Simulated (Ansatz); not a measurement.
# BP4: the cost of one run

Program: Ansatz 0.2.0. Level of theory: DFT PBE, scalar-relativistic, plane waves, PAW. These are calculated values, not measurements.

## 1. The structure to begin with

Symmetry: P-6m2, No. 187, hexagonal system. Conventional cell: a = 3.172 Å, b = 3.172 Å, c = 11.032 Å, α = 90.00°, β = 90.00°, γ = 120.00°. Around B (site symmetry -6m2) lie 3 P at 1.83 Å. P (site symmetry 3m) has 3 P at 2.40 Å in its first shell of neighbours. P (site symmetry -6m2) is surrounded by 3 B at 1.83 Å. P (site symmetry -6m2) is surrounded by 6 P at 2.40 Å.

Structure file:

```
B P
1.0
     3.17160    0.00000    0.00000
    -1.58580    2.74669    0.00000
     0.00000    0.00000   11.03208
B P
1 4
Direct
  0.66667 0.33333 0.50000
  0.33333 0.66667 0.14127
  0.33333 0.66667 0.85873
  0.00000 0.00000 0.50000
  0.66667 0.33333 0.00000
```

The cell was relaxed beforehand at this level, from a generated guess; it needn't be the stable form of this composition. At a tolerance of 0.05 Å it has space group P-6m2 (No. 187); it has 19.22 Å³/atom, an uncorrected energy of +0.41 eV/atom over the elements.

## 2. Static run: bands, density of states and charges

input.yaml reads:

```yaml
crystal:
  lattice:
    - [3.1715994411, 0.0, 0.0]
    - [-1.5857997205, 2.7466856866, 0.0]
    - [0.0, 0.0, 11.032078851]
  atoms:
    - { symbol: B, position: [0.6666666667, 0.3333333333, 0.5] }
    - { symbol: P, position: [0.3333333333, 0.6666666667, 0.1412711414] }
    - { symbol: P, position: [0.3333333333, 0.6666666667, 0.8587288586] }
    - { symbol: P, position: [0.0, 0.0, 0.5] }
    - { symbol: P, position: [0.6666666667, 0.3333333333, 0.0] }
basis:
  ecutwfc: 420
kpoints:
  mp_grid: { grid: [12, 12, 4] }
  band_path:
    path:
      - [[0.0, 0.0, 0.0], [0.5, 0.0, 0.0], [0.33333333, 0.33333333, 0.0], [0.0, 0.0, 0.0], [0.0, 0.0, 0.5], [0.5, 0.0, 0.5], [0.33333333, 0.33333333, 0.5], [0.0, 0.0, 0.5]]
      - [[0.5, 0.0, 0.5], [0.5, 0.0, 0.0]]
      - [[0.33333333, 0.33333333, 0.5], [0.33333333, 0.33333333, 0.0]]
    npoints: 14
hamiltonian:
  xc: pbe
scf:
  occupations: { method: gaussian, width: 0.1 }
  n_extra_bands: 12
output:
  forces: true
  stress: true
  eigenvalues: true
  populations: true
  dos: { projected: true, de: 0.02, nscf_kmesh: { grid: [15, 15, 5] } }
  bader: true
```

Started as:

```
ansatz run input.yaml --threads 1 --pin off --max-ram 2560MiB --backend cpu --events-out ev --progress --plain --runs-dir out
```

**Question.** How long does this run take on 1 thread of Arm Neoverse V2, shared host, and how much memory does it need?

About 73 s, with a peak of 0.43 GiB.
